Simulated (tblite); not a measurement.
# B3H4O3Si: the cost of one run

Programs: tblite 0.8.0 and PySCF 2.14.0. All values are calculated, for the isolated system unless a continuum is named. Atoms count from 0, parts from 1.

## 1. The system as given

11 atoms, charge 0, multiplicity 2; geometry: distance geometry start.

## 2. Relaxing the cluster with GFN2-xTB

Job settings and geometry (Å):

```
{"job": {"kind": "relax", "xc": "GFN2-xTB", "basis": "xTB"}, "charge": 0, "multiplicity": 2}
O     -1.240134    -0.586420    -1.030372
B     -2.219929    -1.637666    -0.611951
O     -1.866546    -2.368242     0.651521
B     -0.646455    -2.097414     1.499128
O      0.225160    -1.003875     0.969302
B      0.021031    -0.225152    -0.275706
Si     0.424744     1.689518    -0.182117
H     -2.676799    -2.283884    -1.447036
H     -0.819437    -2.142722     2.618761
H      0.046986     2.350870     0.995423
H      0.316428     2.396082    -1.393583
```

With the program's defaults for keys left out, this is: GFN2-xTB geometry optimisation, gas phase.

Command:

```console
$ OMP_NUM_THREADS=1 python cluster_run.py task.json out
```

The driver reads the jobs from task.json and runs them one after another.

**Question.** How long does this first job take on 1 thread of Arm Neoverse V2, shared host?

About 1.2 s.
